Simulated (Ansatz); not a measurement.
# C2H8OSeSi: a ladder of functionals and wavefunction methods

The task here is to estimate one member of a computed series from the others.

Computed with Ansatz 0.2.0, Gaussian basis. Level: functionals in def2-TZVPP, the program's frozen cores in correlated methods.

Plan: PBE-D4, r2SCAN-D4, PBE0-D4, B3LYP-D4, ωB97X-V, ωB97M-V, B2PLYP; CCSD(T)/def2-TZVPP; MP2/def2-QZVPP; extrapolation to the limit.

## The geometry

The geometry comes from an earlier relaxation with PBE0-D4 in a triple-zeta def2 set; it is a stationary point, not always the lowest conformer.

SMILES `CO[SiH2][Se]C`, 13 atoms, charge 0, spin multiplicity 1.

Atoms are counted from 1 here; the program's logs count them from 0.

Bond lengths: C1–O2 1.410 Å, C1–H6 1.091 Å, C1–H7 1.096 Å, C1–H8 1.096 Å, O2–Si3 1.637 Å, Si3–Se4 2.259 Å, Si3–H9 1.492 Å, Si3–H10 1.492 Å, Se4–C5 1.960 Å, C5–H11 1.088 Å, C5–H12 1.088 Å, C5–H13 1.088 Å. Angles: O2–C1–H6 108.1°, O2–C1–H7 111.4°, O2–C1–H8 111.4°, H6–C1–H7 108.5°, H6–C1–H8 108.5°, H7–C1–H8 108.7°, C1–O2–Si3 123.1°, O2–Si3–Se4 105.6°, O2–Si3–H9 111.2°, O2–Si3–H10 111.2°, Se4–Si3–H9 110.9°, Se4–Si3–H10 110.8°, H9–Si3–H10 107.2°, Si3–Se4–C5 94.1°, Se4–C5–H11 106.2°, Se4–C5–H12 110.6°, Se4–C5–H13 110.5°, H11–C5–H12 109.4° and more.

As a file:

```csv
atom,x (Å),y (Å),z (Å)
C1,-2.71213,-0.36857,-0.67573
O2,-1.34876,-0.70683,-0.79337
Si3,-0.16350,0.06128,0.03457
Se4,1.76014,-0.95141,-0.58027
C5,2.88661,0.19339,0.54385
H6,-3.28402,-1.03246,-1.32558
H7,-3.06920,-0.49552,0.35263
H8,-2.89626,0.66617,-0.98645
H9,-0.37636,-0.05001,1.50717
H10,-0.12709,1.51537,-0.29791
H11,3.91014,-0.14211,0.38862
H12,2.62324,0.07626,1.59342
H13,2.79719,1.23444,0.23904
```

Set-up of the first run:

Input file in.yaml:

```yaml
crystal:
  periodic: [false, false, false]
  atoms:
    - {symbol: C, position_ang: [-2.712126, -0.368571, -0.675733]}
    - {symbol: O, position_ang: [-1.348757, -0.706835, -0.793367]}
    - {symbol: Si, position_ang: [-0.163504, 0.061281, 0.034569]}
    - {symbol: Se, position_ang: [1.760136, -0.951412, -0.580272]}
    - {symbol: C, position_ang: [2.886606, 0.193392, 0.543850]}
    - {symbol: H, position_ang: [-3.284016, -1.032464, -1.325578]}
    - {symbol: H, position_ang: [-3.069196, -0.495521, 0.352631]}
    - {symbol: H, position_ang: [-2.896256, 0.666169, -0.986454]}
    - {symbol: H, position_ang: [-0.376358, -0.050011, 1.507168]}
    - {symbol: H, position_ang: [-0.127094, 1.515371, -0.297913]}
    - {symbol: H, position_ang: [3.910143, -0.142105, 0.388623]}
    - {symbol: H, position_ang: [2.623235, 0.076259, 1.593424]}
    - {symbol: H, position_ang: [2.797187, 1.234438, 0.239042]}
basis:
  gaussian: {orbitals: def2-TZVPP}
hamiltonian: {xc: pbe, dispersion: d4}
output: {forces: true, orbitals: {seedname: orbitals}}
```

Run with:

```console
ansatz run in.yaml --threads 2 --pin off --events-out ev --progress --plain --max-ram 22528MiB --backend cuda --devices 0, --max-vram 18GiB
```

Steps of the session up to this table: PBE-D4 (GGA); r2SCAN-D4 (meta-GGA); PBE0-D4 (hybrid); B3LYP-D4 (hybrid); ωB97X-V (range-separated); ωB97M-V (range-separated); B2PLYP (double hybrid); CCSD(T) in def2-TZVPP; MP2 in def2-QZVPP.

One table of the session follows, with a row left open; its other results are not shown here.

It belongs to the step «Atomisation energies». 

```
            method  atomisation energy (kcal/mol)
            PBE-D4                         1113.0
         r2SCAN-D4                         1102.9
           PBE0-D4                              ?
          B3LYP-D4                         1100.0
           ωB97X-V                         1104.8
           ωB97M-V                         1101.6
            B2PLYP                         1087.9
     HF/def2-TZVPP                          808.6
    MP2/def2-TZVPP                         1086.4
   CCSD/def2-TZVPP                         1061.0
CCSD(T)/def2-TZVPP                         1075.4
           MP2/CBS                         1115.5
       CCSD(T)/CBS                         1104.5
```

Estimate the missing values for PBE0-D4.

As computed: atomisation energy (kcal/mol): 1098.2. In the column «atomisation energy (kcal/mol)» it lies between B2PLYP (1087.9) and B3LYP-D4 (1100.0).
